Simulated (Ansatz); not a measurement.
Write a Python script for Ansatz's Python interface that makes harmonic frequencies at the relaxed geometry of HKO, SMILES [OH][K]. Level of theory (for the species named): B3LYP, def2-SVP basis, multiplicity 1.

```xyz
3

O    -0.5234   -0.4515   -0.3438
K     1.4760   -0.1261    0.7969
H    -0.9636    0.5128   -0.4663
```

`freq_hko.py`
```python
"""Harmonic frequencies of HKO at its relaxed geometry."""

import warnings

import ansatz as az
import numpy as np

BASIS = "def2-SVP"
FUNCTIONAL = "b3lyp"

GEOMETRY = """
O    -0.52340   -0.45150   -0.34380
K     1.47600   -0.12610    0.79690
H    -0.96360    0.51280   -0.46630
"""

warnings.simplefilter("ignore", az.DeckWarning)

hko = az.Crystal.molecule()
for line in GEOMETRY.strip().splitlines():
    symbol, *xyz = line.split()
    hko = hko.atom(symbol, [float(v) for v in xyz])

calc = (
    hko.calculation()
    .basis(gaussian=BASIS)
    .functional(FUNCTIONAL)
)
symbols = [site.symbol for site in hko.cartesian_sites]
start = np.array([site.position_ang for site in hko.cartesian_sites], dtype=float)
rep = calc.relax(force_tolerance=0.003, max_steps=100).run().report
end = np.array(rep["positions_ang"])

print("bond        before    after (A)")
for i, j in [(0, 1), (0, 2)]:
    d0, d1 = (np.linalg.norm(xyz[i] - xyz[j]) for xyz in (start, end))
    print(f"{symbols[i]}{i}-{symbols[j]}{j}".ljust(10), f"{d0:8.4f} {d1:8.4f}")

# frequencies need a stationary point, so they are taken at the relaxed geometry
minimum = az.Crystal.molecule()
for symbol, xyz in zip(symbols, end):
    minimum = minimum.atom(symbol, xyz.tolist())
vibrating = minimum.calculation()
vibrating = vibrating.basis(gaussian=BASIS).functional(FUNCTIONAL)
vibrating = vibrating.phonons(temperatures=(298.15, 498.15, 100))
vib = vibrating.run().report["vibrations"]
sums = vib["harmonic_sums"]
modes = [m["omega_inv_cm"] for m in sums["modes_at_gamma"] if m["rigid_motion"] == "no"]
for number, w in enumerate(modes, start=1):
    print(f"mode {number:2d} {w:9.1f} 1/cm {w / 8065.544 * 1000:8.2f} meV")
print("imaginary modes:", sum(w < 0 for w in modes), " zero-point energy:", round(sums["zero_point_energy_ev"], 4), "eV")
print("T (K)   F_vib (eV)   S_vib (meV/K)   C_vib (meV/K)")
for row in zip(sums["temperatures_k"], sums["vibrational_free_energy_ev"], vib["entropy_ev_per_k"], vib["heat_capacity_ev_per_k"]):
    print(f"{row[0]:6.1f} {row[1]:11.4f} {1000 * row[2]:13.4f} {1000 * row[3]:15.4f}")
```

```console
$ python freq_hko.py
bond        before    after (A)
O0-K1        2.3248   2.1909
O0-H2        1.0671   0.9634
mode  1     396.9 1/cm    49.21 meV
mode  2     396.9 1/cm    49.21 meV
mode  3     504.8 1/cm    62.58 meV
mode  4    3853.7 1/cm   477.80 meV
imaginary modes: 0  zero-point energy: 0.3194 eV
T (K)   F_vib (eV)   S_vib (meV/K)   C_vib (meV/K)
 298.1      0.3089        0.1125          0.1818
 398.1      0.2947        0.1696          0.2114
 498.1      0.2752        0.2189          0.2272
```

These settings explore the input space; basis and method may be short of convergence. The frequencies are harmonic and unscaled, in a modest basis. The result belongs to the one conformer reached from this start, and soft torsions count as harmonic oscillators. b3lyp holds the VWN-RPA fit, as in Gaussian; the form of ORCA and Turbomole is b3lyp5. It ran for 16 s on 1 thread of Intel(R) Xeon(R) 6975P-C (Granite Rapids), on a shared host, peak memory 0.19 GiB.

(Lines on the test bed's own set-up are left out of the output.)
